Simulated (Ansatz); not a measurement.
# CH3F3OSn: up Jacob's ladder to CCSD(T)

One table from this session's results is given with a row withheld; the runs are named, their logs left out.

Method: functionals in def2-TZVPP, the program's frozen cores in correlated methods; program: Ansatz 0.2.0, Gaussian basis.

Plan: LDA (SPW92), PBE-D4, revPBE-D4, BLYP-D4, r2SCAN-D4, B97M-V, PBE0-D4, B3LYP-D4, r2SCANh-D4, r2SCAN0-D4, HSE06-D4, BHLYP-D4, CAM-B3LYP-D4, LC-ωPBE, ωB97X-V, ωB97M-V, B2PLYP, PBE-QIDH; CCSD(T)/def2-SVP; CCSD(T)/def2-TZVPP; MP2/def2-QZVPP; extrapolation to the limit; RPA on PBE.

1 further run of the same task is left out (for a known fault of the program). Runs told in other sessions of the task aren't counted.

## Structure used throughout

All runs share one geometry, relaxed beforehand with PBE0-D4 in a triple-zeta def2 set. Sn takes the def2 core potential; no spin-orbit term is included.

SMILES `FC(F)(F)[O][SnH3]`, 9 atoms, charge 0, spin multiplicity 1.

Atoms are counted from 1 here; the program's logs count them from 0.

Bond lengths: F1–C2 1.333 Å, C2–F3 1.361 Å, C2–F4 1.348 Å, C2–O5 1.309 Å, O5–Sn6 2.012 Å, Sn6–H7 1.696 Å, Sn6–H8 1.696 Å, Sn6–H9 1.694 Å. Angles: F1–C2–F3 107.0°, F1–C2–F4 107.0°, F1–C2–O5 111.4°, F3–C2–F4 105.5°, F3–C2–O5 112.6°, F4–C2–O5 113.0°, C2–O5–Sn6 121.9°, O5–Sn6–H7 105.4°, O5–Sn6–H8 106.2°, O5–Sn6–H9 100.0°, H7–Sn6–H8 114.4°, H7–Sn6–H9 114.2°, H8–Sn6–H9 114.7°.

Geometry (Å):

```mol
CH3F3OSn
  3D, bonds by distance, orders not assigned

  9  8  0  0  0  0  0  0  0  0999 V2000
    2.1558    0.0825   -1.4963 F   0  0
    1.0017   -0.3102   -0.9575 C   0  0
    0.0129    0.0824   -1.8062 F   0  0
    0.9899   -1.6581   -0.9891 F   0  0
    0.8493    0.1740    0.2488 O   0  0
   -0.9648    0.3616    1.0994 Sn  0  0
   -1.6224    1.7827    0.4474 H   0  0
   -1.8199   -1.0503    0.7085 H   0  0
   -0.5139    0.4892    2.7278 H   0  0
  1  2  8  0
  2  3  8  0
  2  4  8  0
  2  5  8  0
  5  6  8  0
  6  7  8  0
  6  8  8  0
  6  9  8  0
M  END
```

Set-up of the first run:

File in.yaml:

```yaml
crystal:
  periodic: [false, false, false]
  atoms:
    - {symbol: F, position_ang: [2.155813, 0.082451, -1.496331]}
    - {symbol: C, position_ang: [1.001705, -0.310176, -0.957501]}
    - {symbol: F, position_ang: [0.012931, 0.082428, -1.806221]}
    - {symbol: F, position_ang: [0.989853, -1.658148, -0.989095]}
    - {symbol: O, position_ang: [0.849307, 0.173958, 0.248847]}
    - {symbol: Sn, position_ang: [-0.964779, 0.361573, 1.099421]}
    - {symbol: H, position_ang: [-1.622399, 1.782743, 0.447393]}
    - {symbol: H, position_ang: [-1.819896, -1.050280, 0.708471]}
    - {symbol: H, position_ang: [-0.513936, 0.489153, 2.727815]}
basis:
  gaussian: {orbitals: def2-TZVPP}
hamiltonian: {xc: lda}
output: {orbitals: {seedname: orbitals}}
```

Run with:

```console
> ansatz run in.yaml --threads 4 --pin off --events-out ev --progress --plain --max-ram 10444MiB
```

Steps of the session up to this table: LDA; PBE-D4 (GGA); revPBE-D4 (GGA); BLYP-D4 (GGA); r2SCAN-D4 (meta-GGA); B97M-V (meta-GGA); B3LYP-D4 (hybrid); r2SCANh-D4 (hybrid); r2SCAN0-D4 (hybrid); HSE06-D4 (hybrid); BHLYP-D4 (hybrid); CAM-B3LYP-D4 (range-separated); LC-ωPBE (range-separated); ωB97X-V (range-separated); ωB97M-V (range-separated); B2PLYP (double hybrid); PBE-QIDH (double hybrid).

One of the session's tables, all rows but one given; the rest of the session is left out.

It belongs to the step «Frontier levels by functional». 

```
  functional  HOMO (eV)  gap (eV)
 LDA (SPW92)      -7.91      5.80
      PBE-D4      -7.72      5.89
   revPBE-D4      -7.64      5.93
     BLYP-D4      -7.64      5.87
   r2SCAN-D4      -8.13      6.66
      B97M-V      -8.28      6.58
     PBE0-D4          ?         ?
    B3LYP-D4      -9.13      7.82
  r2SCANh-D4      -8.75      7.54
  r2SCAN0-D4      -9.64      8.82
    HSE06-D4      -8.96      7.55
    BHLYP-D4     -10.83     10.47
CAM-B3LYP-D4     -10.81     10.61
     LC-ωPBE     -12.14     13.08
     ωB97X-V     -11.81     12.61
     ωB97M-V     -11.68     12.16
```

Q: Estimate the row for PBE0-D4 from the others.

As computed: HOMO (eV): -9.37; gap (eV): 8.31. In the column «HOMO (eV)» it lies between r2SCAN0-D4 (-9.64) and B3LYP-D4 (-9.13).
